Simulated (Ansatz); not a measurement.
# Cl− with CH3Cl: structure and interaction energy

One table from this session's results is given with a row withheld; the runs are named, their logs left out.

Program: Ansatz 0.2.0, Gaussian basis. Level of theory: PBE0-D4 structure, single points in def2-TZVPPD. These are calculated values, not measurements.

Levels: PBE-D4, revPBE-D4, BLYP-D4, r2SCAN-D4, B97M-V, PBE0-D4, B3LYP-D4, HSE06-D4, wB97X-V, wB97M-V, B2PLYP, Hartree-Fock, MP2, CCSD, CCSD(T). The reference is CCSD(T) extrapolated to the basis limit.

Cores are frozen in the correlated methods. B3LYP uses VWN-RPA correlation. B2PLYP carries no dispersion term here.

163 further runs of the same task are left out: 163 set aside as unsound or not needed.

## Starting geometry

The pair, from a GFN2-xTB docking trial: 6 atoms, charge -1, spin multiplicity 1.

Atoms are counted from 1 here; the program's logs count them from 0.

Bond lengths: C2–Cl3 1.765 Å, C2–H4 1.086 Å, C2–H5 1.086 Å, C2–H6 1.095 Å. Angles: Cl3–C2–H4 107.8°, Cl3–C2–H5 107.9°, Cl3–C2–H6 110.3°, H4–C2–H5 110.6°, H4–C2–H6 110.2°, H5–C2–H6 110.0°.

Geometry (Å):

```xyz
6
CH3Cl2
Cl    0.04720   -0.07060   -2.79700
C    -0.00080    0.12150    0.46380
Cl   -0.10470   -1.21670    1.60970
H     0.91510    0.66650    0.67200
H    -0.86810    0.75820    0.61480
H     0.01120   -0.25890   -0.56330
```

Atoms 1 to 1 are fragment A (Cl−), the rest fragment B (CH3Cl).

The first run:

File pre/in.yaml:

```yaml
crystal:
  periodic: [false, false, false]
  atoms:
    - {symbol: Cl, position_ang: [0.047200, -0.070600, -2.797000]}
    - {symbol: C, position_ang: [-0.000800, 0.121500, 0.463800]}
    - {symbol: Cl, position_ang: [-0.104700, -1.216700, 1.609700]}
    - {symbol: H, position_ang: [0.915100, 0.666500, 0.672000]}
    - {symbol: H, position_ang: [-0.868100, 0.758200, 0.614800]}
    - {symbol: H, position_ang: [0.011200, -0.258900, -0.563300]}
basis:
  gaussian: {orbitals: def2-SVPD}
total_charge: -1
hamiltonian: {xc: pbe, dispersion: d4}
relax: {f_tol: 0.03, max_steps: 250}
```

Launch:

```
$ ansatz run in.yaml --threads 2 --pin off --events-out ev --progress --plain --max-ram 5222MiB
```

Among the steps run: A first relaxation in a small basis; Relaxation at PBE0-D4; wB97X-V/def2-TZVPPD; wB97M-V/def2-TZVPPD; B2PLYP/def2-TZVPPD; B97M-V/def2-TZVPPD; CCSD(T)/def2-TZVPPD; MP2/def2-QZVPPD; Hartree-Fock/STO-3G; SPW92/def2-SVP; wB97M-V/def2-SVP; CCSD(T)/def2-SVP; Vibrations of the pair.

One table of the session follows, with a row left open; its other results are not shown here.

```
      method  interaction (kJ/mol)
      PBE-D4                -48.32
   revPBE-D4                -47.80
     BLYP-D4                -45.76
   r2SCAN-D4                -48.27
      B97M-V                -47.21
     PBE0-D4                -47.06
    B3LYP-D4                     ?
    HSE06-D4                -47.10
     wB97X-V                -45.02
     wB97M-V                -45.20
      B2PLYP                -40.88
Hartree-Fock                -35.13
         MP2                -43.14
        CCSD                -40.66
     CCSD(T)                -42.09
 CCSD(T)/CBS                -45.57
```

**Question.** Estimate the row for B3LYP-D4.

The run gave: interaction (kJ/mol): -45.64. In the column «interaction (kJ/mol)» it lies between BLYP-D4 (-45.76) and CCSD(T)/CBS (-45.57).

Among the levels timed on like hardware and quicker than the yardstick, those that no quicker one beats, quickest first: PBE-D4 (4.8 s, -2.75 kJ/mol); revPBE-D4 (5.1 s, -2.23 kJ/mol); BLYP-D4 (5.3 s, -0.19 kJ/mol); B3LYP-D4 (6.4 s, -0.06 kJ/mol).

B3LYP-D4 reaches 0.06 kJ/mol from the reference in 6.4 s, where CCSD(T)/CBS took 62 s; the quickest level in the cost chart, PBE-D4, takes 4.8 s and misses by 2.75 kJ/mol.

Limits of these values: A lower arrangement may exist.
